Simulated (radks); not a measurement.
# Nuclear size and the levels of Tb

Aim: how the total energy, the levels and the density at the nucleus of Tb respond when the nuclear radius is scaled.

The numbers are computed with radks (a radial shooting solver on a logarithmic mesh, Libxc functionals) version 1 (Dirac Kohn-Sham, BLYP, spin-unpolarised, spherical densities, finite nucleus; open shells are shared between the two j in proportion to 2j + 1), except any that are marked as measured or tabulated.

## Step 1: The system

| Item | Value |
| --- | --- |
| element | terbium (Z = 65) |
| charge | 0 |
| electrons | 65 |
| configuration | [Xe] 4f9 6s2 |
| nuclear rms radius | 5.06 fm |

Outer shells as boxes (Hund's rule):

Tb
```
[Xe] core
4f [↑↓][↑↓][↑ ][↑ ][↑ ][↑ ][↑ ]
6s [↑↓]
```

## Step 2: rms radius 5.06 fm

The run's settings:

```text
Z 65
configuration [Xe] 4f9 6s2 5d0 6p0
relativity Dirac
functional b88,lyp
spin unpolarised
j_filling average
nucleus finite rms 5.06 fm
c 137.035999084
```

Started as:

```console
> python run_ks.py task.json out
```

All runs below come from this command, one after another.

## Step 3: rms radius 4.1239 fm

Settings, as their differences from step 2:

```diff
@@ -6,3 +6,3 @@
 j_filling average
-nucleus finite rms 5.06 fm
+nucleus finite rms 4.1239 fm
 c 137.035999084
```

## Step 4: rms radius 4.7969 fm

Settings, as their differences from step 3:

```diff
@@ -6,3 +6,3 @@
 j_filling average
-nucleus finite rms 4.1239 fm
+nucleus finite rms 4.7969 fm
 c 137.035999084
```

## Step 5: rms radius 5.3585 fm

Settings, as their differences from step 4:

```diff
@@ -6,3 +6,3 @@
 j_filling average
-nucleus finite rms 4.7969 fm
+nucleus finite rms 5.3585 fm
 c 137.035999084
```

## Step 6: rms radius 6.1479 fm

Settings, as their differences from step 5:

```diff
@@ -6,3 +6,3 @@
 j_filling average
-nucleus finite rms 5.3585 fm
+nucleus finite rms 6.1479 fm
 c 137.035999084
```

**Question.** What will these runs give? Wanted: for each run, rms radius; total energy shift; density at nucleus; 1s1/2 shift; 2s1/2 shift; 5p1/2 shift; 6s1/2 shift; 6p1/2 shift.

**Answer**, as computed:

```tsv
rms radius (fm)	total energy shift (eV)	density at nucleus (e/bohr³)	1s1/2 shift (meV)	2s1/2 shift (meV)	5p1/2 shift (meV)	6s1/2 shift (meV)	6p1/2 shift (meV)
4.1239	-7.62	7.251e+05	-3136	-408	0.359	-0.127	0.103
4.7969	-2.26	6.967e+05	-929	-121	0.106	-0.0374	0.0305
5.06	0	6.87e+05	0	0	0	0	0
5.3585	2.67	6.767e+05	1098	143	-0.126	0.0445	-0.0357
6.1479	10.3	6.526e+05	4223	549	-0.483	0.171	-0.138
```

Shifts are against the first run. Over the range the 1s1/2 level moves by 7.36 eV and the 6p1/2 level by -0.240 meV. A larger nucleus binds the 1s electrons less and lowers the density at its centre. These are shifts of eigenvalues, not the field shifts of spectral lines.
